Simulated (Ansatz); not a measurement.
Molecular dynamics of LiCaVF6

Input:

```yaml
accuracy: low
crystal:
  lattice:
    - [5.261098, 0.0, 0.0]
    - [-2.630549, 4.556244, 0.0]
    - [0.0, 0.0, 9.995435]
  atoms:
    - { symbol: Li, position: [0.3333333, 0.6666667, 0.75] }
    - { symbol: Li, position: [0.6666667, 0.3333333, 0.25] }
    - { symbol: Ca, position: [0.0, 0.0, 0.5] }
    - { symbol: Ca, position: [0.0, 0.0, 0.0] }
    - { symbol: V, position: [0.6666667, 0.3333333, 0.75], spin: 1.5 }
    - { symbol: V, position: [0.3333333, 0.6666667, 0.25], spin: 1.5 }
    - { symbol: F, position: [0.6532163, 0.0136827, 0.638002] }
    - { symbol: F, position: [0.3467837, 0.9863173, 0.361998] }
    - { symbol: F, position: [0.9863173, 0.6395337, 0.638002] }
    - { symbol: F, position: [0.6532163, 0.6395337, 0.861998] }
    - { symbol: F, position: [0.0136827, 0.3604663, 0.361998] }
    - { symbol: F, position: [0.3467837, 0.3604663, 0.138002] }
    - { symbol: F, position: [0.3604663, 0.3467837, 0.638002] }
    - { symbol: F, position: [0.9863173, 0.3467837, 0.861998] }
    - { symbol: F, position: [0.6395337, 0.6532163, 0.361998] }
    - { symbol: F, position: [0.0136827, 0.6532163, 0.138002] }
    - { symbol: F, position: [0.3604663, 0.0136827, 0.861998] }
    - { symbol: F, position: [0.6395337, 0.9863173, 0.138002] }
magnetization:
  spin_polarized: true
basis:
  ecutwfc: 420.0
kpoints:
  mp_grid: { grid: [2, 2, 1] }
hamiltonian:
  xc: lda
scf:
  occupations: { method: fermi_dirac, width: 0.05 }
  lower_state_search: "off"
md:
  timestep: 1
  n_steps: 80
  ensemble: nvt_langevin
  temperature: 1500.0
  initial_velocities: maxwell_boltzmann
  seed: 700459
  friction: 0.01
```

Launched with:

```bash
$ ansatz run input.yaml --threads 1 --pin off --max-ram 3072MiB --backend cpu --events-out ev --progress --plain --runs-dir out
```

It starts from an unrelaxed structure (largest force component 0.61 eV/Å).

Output, in part (one step line in 2):

```
md step     0: t =     0.00 fs  T =  1416.7 K  F+E_penalty+E_count = -19218.57150094 eV  E_kin = 3.296130 eV  (24 SCF iters)
md step     2: t =     2.00 fs  T =  1232.5 K  F+E_penalty+E_count = -19218.49200304 eV  E_kin = 2.867688 eV  (21 SCF iters)
md step     4: t =     4.00 fs  T =  1117.3 K  F+E_penalty+E_count = -19218.38343979 eV  E_kin = 2.599623 eV  (18 SCF iters)
md step     6: t =     6.00 fs  T =  1081.7 K  F+E_penalty+E_count = -19218.26736563 eV  E_kin = 2.516830 eV  (20 SCF iters)
md step     8: t =     8.00 fs  T =  1070.1 K  F+E_penalty+E_count = -19218.14781582 eV  E_kin = 2.489696 eV  (20 SCF iters)
md step    10: t =    10.00 fs  T =  1083.5 K  F+E_penalty+E_count = -19218.00859147 eV  E_kin = 2.520904 eV  (18 SCF iters)
md step    12: t =    12.00 fs  T =   945.5 K  F+E_penalty+E_count = -19217.86269502 eV  E_kin = 2.199873 eV  (19 SCF iters)
md step    14: t =    14.00 fs  T =   890.9 K  F+E_penalty+E_count = -19217.71773461 eV  E_kin = 2.072909 eV  (16 SCF iters)
md step    16: t =    16.00 fs  T =   863.4 K  F+E_penalty+E_count = -19217.57731659 eV  E_kin = 2.008950 eV  (17 SCF iters)
md step    18: t =    18.00 fs  T =   802.6 K  F+E_penalty+E_count = -19217.45024847 eV  E_kin = 1.867476 eV  (16 SCF iters)
md step    20: t =    20.00 fs  T =   772.9 K  F+E_penalty+E_count = -19217.36048259 eV  E_kin = 1.798197 eV  (19 SCF iters)
md step    22: t =    22.00 fs  T =   723.3 K  F+E_penalty+E_count = -19217.29446002 eV  E_kin = 1.682992 eV  (12 SCF iters)
md step    24: t =    24.00 fs  T =   762.5 K  F+E_penalty+E_count = -19217.24032162 eV  E_kin = 1.774056 eV  (13 SCF iters)
md step    26: t =    26.00 fs  T =   867.5 K  F+E_penalty+E_count = -19217.17496530 eV  E_kin = 2.018443 eV  (16 SCF iters)
md step    28: t =    28.00 fs  T =   860.9 K  F+E_penalty+E_count = -19217.10257775 eV  E_kin = 2.003069 eV  (15 SCF iters)
md step    30: t =    30.00 fs  T =   801.0 K  F+E_penalty+E_count = -19217.03966545 eV  E_kin = 1.863613 eV  (17 SCF iters)
md step    32: t =    32.00 fs  T =   799.9 K  F+E_penalty+E_count = -19216.97880980 eV  E_kin = 1.861094 eV  (14 SCF iters)
md step    34: t =    34.00 fs  T =   773.5 K  F+E_penalty+E_count = -19216.90827913 eV  E_kin = 1.799703 eV  (16 SCF iters)
md step    36: t =    36.00 fs  T =   890.0 K  F+E_penalty+E_count = -19216.83193675 eV  E_kin = 2.070667 eV  (13 SCF iters)
md step    38: t =    38.00 fs  T =   936.5 K  F+E_penalty+E_count = -19216.72512115 eV  E_kin = 2.178988 eV  (16 SCF iters)
md step    40: t =    40.00 fs  T =   863.1 K  F+E_penalty+E_count = -19216.63439609 eV  E_kin = 2.008214 eV  (13 SCF iters)
md step    42: t =    42.00 fs  T =   849.2 K  F+E_penalty+E_count = -19216.56311248 eV  E_kin = 1.975743 eV  (14 SCF iters)
md step    44: t =    44.00 fs  T =   923.2 K  F+E_penalty+E_count = -19216.52183546 eV  E_kin = 2.148079 eV  (14 SCF iters)
md step    46: t =    46.00 fs  T =   944.6 K  F+E_penalty+E_count = -19216.51527658 eV  E_kin = 2.197712 eV  (16 SCF iters)
md step    48: t =    48.00 fs  T =  1010.1 K  F+E_penalty+E_count = -19216.49719862 eV  E_kin = 2.350187 eV  (16 SCF iters)
md step    50: t =    50.00 fs  T =   915.5 K  F+E_penalty+E_count = -19216.43649099 eV  E_kin = 2.130109 eV  (13 SCF iters)
md step    52: t =    52.00 fs  T =   802.7 K  F+E_penalty+E_count = -19216.34774895 eV  E_kin = 1.867663 eV  (15 SCF iters)
md step    54: t =    54.00 fs  T =   716.9 K  F+E_penalty+E_count = -19216.28556248 eV  E_kin = 1.668032 eV  (13 SCF iters)
md step    56: t =    56.00 fs  T =   767.2 K  F+E_penalty+E_count = -19216.24982137 eV  E_kin = 1.785137 eV  (14 SCF iters)
md step    58: t =    58.00 fs  T =   791.7 K  F+E_penalty+E_count = -19216.23544751 eV  E_kin = 1.841949 eV  (12 SCF iters)
md step    60: t =    60.00 fs  T =   866.1 K  F+E_penalty+E_count = -19216.23999810 eV  E_kin = 2.015148 eV  (15 SCF iters)
md step    62: t =    62.00 fs  T =   875.6 K  F+E_penalty+E_count = -19216.28098434 eV  E_kin = 2.037209 eV  (14 SCF iters)
md step    64: t =    64.00 fs  T =   853.0 K  F+E_penalty+E_count = -19216.35188991 eV  E_kin = 1.984594 eV  (13 SCF iters)
md step    66: t =    66.00 fs  T =  1009.7 K  F+E_penalty+E_count = -19216.42148932 eV  E_kin = 2.349283 eV  (13 SCF iters)
md step    68: t =    68.00 fs  T =  1018.1 K  F+E_penalty+E_count = -19216.44456651 eV  E_kin = 2.368852 eV  (14 SCF iters)
md step    70: t =    70.00 fs  T =  1063.0 K  F+E_penalty+E_count = -19216.43050814 eV  E_kin = 2.473224 eV  (12 SCF iters)
md step    72: t =    72.00 fs  T =  1080.7 K  F+E_penalty+E_count = -19216.39310825 eV  E_kin = 2.514362 eV  (10 SCF iters)
md step    74: t =    74.00 fs  T =  1037.7 K  F+E_penalty+E_count = -19216.35152661 eV  E_kin = 2.414467 eV  (16 SCF iters)
md step    76: t =    76.00 fs  T =  1047.4 K  F+E_penalty+E_count = -19216.30555199 eV  E_kin = 2.436852 eV  (15 SCF iters)
md step    78: t =    78.00 fs  T =  1037.9 K  F+E_penalty+E_count = -19216.26889669 eV  E_kin = 2.414840 eV  (13 SCF iters)
md step    80: t =    80.00 fs  T =   917.5 K  F+E_penalty+E_count = -19216.25321647 eV  E_kin = 2.134682 eV  (16 SCF iters)
```

The run went to its last step. The mean temperature of the second half is 38 % below the set value. A run of 0.08 ps of so small a system gives no equilibrium averages. No Hubbard correction was used and the magnetic state wasn't searched. Limits of this set-up: coarse k mesh, low accuracy level.

Mean squared displacements from the first frame to the last, about the centre of mass: Li 0.14 Å², Ca 0.05 Å², V 0.02 Å², F 0.16 Å².

Last frame:

```xyz
18
Lattice="5.2611 0.0000 0.0000 -2.6305 4.5562 0.0000 0.0000 0.0000 9.9954" Properties=species:S:1:pos:R:3
Li -0.147 3.392 7.798
Li 2.551 1.443 2.380
Ca 0.104 -0.215 4.766
Ca -0.118 0.002 -0.058
V 2.595 1.395 7.560
V 0.063 3.034 2.366
F 3.475 0.253 6.406
F -0.576 4.691 3.522
F 3.367 3.051 6.327
F 1.708 2.897 8.472
F -0.964 1.885 3.636
F 0.597 1.223 1.778
F 0.920 1.172 6.457
F 3.967 1.602 8.911
F 1.920 3.113 2.926
F -1.415 3.412 1.486
F 1.626 -0.014 8.675
F 0.799 4.605 1.411
```

Run time: 12 min on 1 thread of AMD EPYC 7R43 64-Core Processor (Zen 3), on a shared host, peak memory 0.65 GiB.
